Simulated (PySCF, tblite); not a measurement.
# C₄H₁₂BrFSi₂: geometry, infrared bands and NMR shifts

Aim: predict the infrared bands and NMR shifts of C₄H₁₂BrFSi₂ (`C[C@@H](Br)C[SiH2][SiH2]CF`).

Programs: tblite 0.8.0 and PySCF 2.14.0, with density-fitted response routines of our own. Each step states its level of theory. These are calculated values for one molecule in the gas phase, unless marked as measured. Atoms are numbered from 0 throughout.

### Step 1. The starting structure

20 atoms, charge 0, multiplicity 1; geometry from: force field or distance geometry start.

Bonds of the start (Å): C0–C1 1.53, C1–Br2 1.94, C1–C3 1.54, C3–Si4 1.86, Si4–Si5 2.31, Si5–C6 1.84, C6–F7 1.36, C0–H8 1.10, C0–H9 1.10, C0–H10 1.09, C1–H11 1.09, C3–H12 1.11, C3–H13 1.09, Si4–H14 1.50, Si4–H15 1.49, Si5–H16 1.48, Si5–H17 1.49, C6–H18 1.10, C6–H19 1.09.

### Step 2. Geometry optimisation with GFN2-xTB

What the job is given:

```
{"job": {"kind": "relax", "xc": "GFN2-xTB", "basis": "xTB"}, "charge": 0, "multiplicity": 1}
C     -2.153600    -0.784900     1.626700
C     -1.638400    -0.222900     0.300700
Br    -3.172800     0.314400    -0.765100
C     -0.701800     0.973700     0.529200
Si     0.364100     1.533300    -0.888300
Si     1.693500    -0.190200    -1.658500
C      2.575400    -0.895900    -0.206400
F      1.662100    -1.321500     0.714200
H     -2.700300    -0.023400     2.199300
H     -2.850000    -1.622700     1.463000
H     -1.341400    -1.148300     2.248800
H     -1.156600    -1.034400    -0.253800
H     -0.010700     0.715300     1.358700
H     -1.272200     1.828600     0.893200
H     -0.475600     2.076300    -2.000400
H      1.237900     2.644200    -0.413700
H      0.852800    -1.216700    -2.316800
H      2.670300     0.310800    -2.664500
H      3.218000    -0.165500     0.301400
H      3.194000    -1.759500    -0.470900
```

The run is started by

```sh
$ OMP_NUM_THREADS=1 python probes_run.py task.json out
```

One launch serves the whole session: the jobs run in the order shown.

**Question.** This job is followed by: GFN2-xTB harmonic vibrations, gas phase; GIAO PBE0/pcSseg-1 NMR shielding, non-relativistic, gas phase. Predict these results of the whole session: strongest single infrared mode (GFN2-xTB); zero-point energy (GFN2-xTB); 13C shifts against TMS (PBE0/pcSseg-1); 1H shifts against TMS (PBE0/pcSseg-1, means over atoms taken as alike); 79Br shifts against HBr (PBE0/pcSseg-1); 29Si shifts against TMS (PBE0/pcSseg-1); 19F shifts against CFCl3 (PBE0/pcSseg-1); surface potential, 1st and 99th percentile.

**Answer**, as computed:

| quantity | value |
| --- | --- |
| strongest single infrared mode (GFN2-xTB) | 2222 cm⁻¹, 527 km/mol |
| zero-point energy (GFN2-xTB) | 90.9 kcal/mol |
| 13C shifts against TMS (PBE0/pcSseg-1) | 79.4, 65.5, 33.9, 27.4 ppm |
| 1H shifts against TMS (PBE0/pcSseg-1, means over atoms taken as alike) | 5.33, 5.03, 4.44, 4.40, 4.34, 4.04, 3.73, 1.70, 1.63, 1.31 ppm |
| 79Br shifts against HBr (PBE0/pcSseg-1) | 488 ppm |
| 29Si shifts against TMS (PBE0/pcSseg-1) | -76.2, -79.0 ppm |
| 19F shifts against CFCl3 (PBE0/pcSseg-1) | -296.5 ppm |
| surface potential, 1st and 99th percentile | -0.80 V and 1.04 V |

What this shows: Relaxing lowered the energy by 0.279 eV in 110 steps; the close pair that moved most is Si5–C6, from 1.840 to 1.928 Å. No mode is imaginary among the 54: a minimum at this level. The strongest single mode, at 2222 cm⁻¹, moves mainly H16. GFN2-xTB is a fitted tight-binding method: band positions and strengths are rough. Its intensities can rank the bands wrongly. C1 stands next to heavy halogen, whose spin-orbit shielding this run leaves out, so the computed shift lies too far downfield, most of all for carbon beside Br or I. C6 (sp3 CH2 bonded to F and Si) lies farthest downfield among carbon, at 79.4 ppm; deshielded by the electronegative neighbour. At PBE0/pcSseg-1: The largest span, 1227 ppm, is at Br2, where the paramagnetic term is -990 ppm. Spin-orbit coupling is left out, which matters for shieldings and couplings at and beside the heavy atoms.
